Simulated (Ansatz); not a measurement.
**ZnClF: how energies converge with the basis set**

Aim: see how fast density functionals converge with the basis set for ZnClF.

Computed with Ansatz 0.2.0, Gaussian basis. Level: one geometry, several basis sets.

Levels to be run: PBE0-D4/def2-SVP; ωB97M-V/def2-SVP; PBE0-D4/def2-QZVPP; ωB97M-V/def2-QZVPP; the functionals' def2-TZVPP values are taken from earlier runs.

### 1 The relaxed structure

All runs share one geometry, relaxed beforehand with PBE0-D4 in a triple-zeta def2 set.

SMILES `[F][Zn][Cl]`, 3 atoms, charge 0, spin multiplicity 1.

Atoms are counted from 1 here; the program's logs count them from 0.

Bond lengths: F1–Zn2 1.739 Å, Zn2–Cl3 2.073 Å. Angles: F1–Zn2–Cl3 180.0°.

### 2 PBE0-D4 in def2-SVP

File in.yaml:

```yaml
crystal:
  periodic: [false, false, false]
  atoms:
    - {symbol: F, position_ang: [-1.496672, 0.787605, -0.739786]}
    - {symbol: Zn, position_ang: [-0.093403, 0.027100, -0.048639]}
    - {symbol: Cl, position_ang: [1.579175, -0.879504, 0.775126]}
basis:
  gaussian: {orbitals: def2-SVP}
hamiltonian: {xc: pbe0, dispersion: d4}
output: {orbitals: {seedname: orbitals}}
```

Started as:

```bash
$ ansatz run in.yaml --threads 4 --pin off --events-out ev --progress --plain --max-ram 10444MiB
```

The runs that follow: ωB97M-V in def2-SVP; PBE0-D4 in def2-QZVPP; ωB97M-V in def2-QZVPP.

Q: Predict the results of all the runs planned. Wanted: PBE0-D4: double and triple zeta above quadruple; ωB97M-V: double and triple zeta above quadruple.

The runs gave:

| quantity | value |
| --- | --- |
| PBE0-D4: double and triple zeta above quadruple | 16.78, 1.81 eV |
| ωB97M-V: double and triple zeta above quadruple | 16.76, 1.74 eV |

In words: PBE0-D4 gains 14.97 eV from double to triple zeta, then 1.81 eV more. These are total energies; as a rule much of such shifts cancels in differences, which this series doesn't test.
